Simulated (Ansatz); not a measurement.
**C₂H₈Si₂: one species, many methods**

How much do the methods differ for C₂H₈Si₂? The plan is to run it at one geometry with functionals of several rungs and with coupled cluster. The yardstick is the atomisation energy at the CCSD(T) limit.

Method: functionals in def2-TZVPP, the program's frozen cores in correlated methods; program: Ansatz 0.2.0, Gaussian basis.

Plan: PBE-D4, r2SCAN-D4, PBE0-D4, B3LYP-D4, ωB97X-V, ωB97M-V, B2PLYP; CCSD(T)/def2-TZVPP; MP2/def2-QZVPP; extrapolation to the limit.

## Step 1: The geometry

The geometry comes from an earlier relaxation with PBE0-D4 in a triple-zeta def2 set; it is a stationary point, not always the lowest conformer.

SMILES `[SiH3][SiH]1CC1`, 12 atoms, charge 0, spin multiplicity 1.

Atoms are counted from 1 here; the program's logs count them from 0.

Bond lengths: Si1–Si2 2.316 Å, Si1–H5 1.488 Å, Si1–H6 1.488 Å, Si1–H7 1.488 Å, Si2–C3 1.862 Å, Si2–C4 1.862 Å, Si2–H8 1.482 Å, C3–C4 1.529 Å, C3–H9 1.085 Å, C3–H10 1.085 Å, C4–H11 1.085 Å, C4–H12 1.085 Å. Angles: Si2–Si1–H5 111.6°, Si2–Si1–H6 111.6°, Si2–Si1–H7 107.5°, H5–Si1–H6 108.3°, H5–Si1–H7 108.9°, H6–Si1–H7 108.9°, Si1–Si2–C3 118.6°, Si1–Si2–C4 118.6°, Si1–Si2–H8 119.0°, C3–Si2–C4 48.5°, C3–Si2–H8 116.6°, C4–Si2–H8 116.6°, Si2–C3–C4 65.7°, Si2–C3–H9 119.1°, Si2–C3–H10 118.2°, C4–C3–H9 116.7°, C4–C3–H10 116.6°, H9–C3–H10 112.9° and more.

## Step 2: PBE-D4 (GGA)

in.yaml reads:

```yaml
crystal:
  periodic: [false, false, false]
  atoms:
    - {symbol: Si, position_ang: [-1.248951, 1.560569, -0.646903]}
    - {symbol: Si, position_ang: [-0.531890, -0.327813, 0.485899]}
    - {symbol: C, position_ang: [1.284452, -0.510910, 0.851431]}
    - {symbol: C, position_ang: [0.782720, -1.389636, -0.295494]}
    - {symbol: H, position_ang: [-2.417796, 1.266288, -1.518853]}
    - {symbol: H, position_ang: [-1.629255, 2.651410, 0.290434]}
    - {symbol: H, position_ang: [-0.119794, 2.027336, -1.496391]}
    - {symbol: H, position_ang: [-1.466599, -1.006635, 1.414431]}
    - {symbol: H, position_ang: [1.959081, 0.296654, 0.587605]}
    - {symbol: H, position_ang: [1.574221, -1.021290, 1.764073]}
    - {symbol: H, position_ang: [1.137734, -1.142537, -1.290367]}
    - {symbol: H, position_ang: [0.753177, -2.458636, -0.111767]}
basis:
  gaussian: {orbitals: def2-TZVPP}
hamiltonian: {xc: pbe, dispersion: d4}
output: {forces: true, orbitals: {seedname: orbitals}}
```

On the command line:

```
$ ansatz run in.yaml --threads 4 --pin off --events-out ev --progress --plain --max-ram 10444MiB
```

The runs that follow: r2SCAN-D4 (meta-GGA); PBE0-D4 (hybrid); B3LYP-D4 (hybrid); ωB97X-V (range-separated); ωB97M-V (range-separated); B2PLYP (double hybrid); CCSD(T) in def2-TZVPP; MP2 in def2-QZVPP.

Q: Predict the results of all the runs planned. Wanted: atomisation energy, CCSD(T)/CBS; farthest; mean size of error, hybrid; mean size of error, range-separated; gap, smallest and largest; T1 diagnostic; triples share of the correlation energy.

**Answer**, as computed:

| quantity | value |
| --- | --- |
| atomisation energy, CCSD(T)/CBS | 42.442 eV |
| functionals within 0.212 eV (0.5 %) | r2SCAN-D4, PBE0-D4, B3LYP-D4, ωB97M-V |
| farthest | B2PLYP (-0.542 eV) |
| mean size of error, hybrid | 0.029 eV |
| mean size of error, range-separated | 0.179 eV |
| gap, smallest and largest | 4.78 eV (PBE-D4), 10.90 eV (ωB97X-V) |
| T1 diagnostic | 0.0120 |
| triples share of the correlation energy | 4.0 % |

What this shows: PBE-D4 is off by +0.317 eV. Double hybrids carry the basis error of their MP2 part in triple zeta, and no dispersion term here, so their miss is partly the set-up's. The reference freezes the cores and leaves out relativity and excitations past (T), so misses under about 0.212 eV can't be ranked. Hartree-Fock recovers 75 % of the binding; the rest is correlation. The gap grows from 4.8 to 10.9 eV across the functionals, mostly with the share of exact exchange.
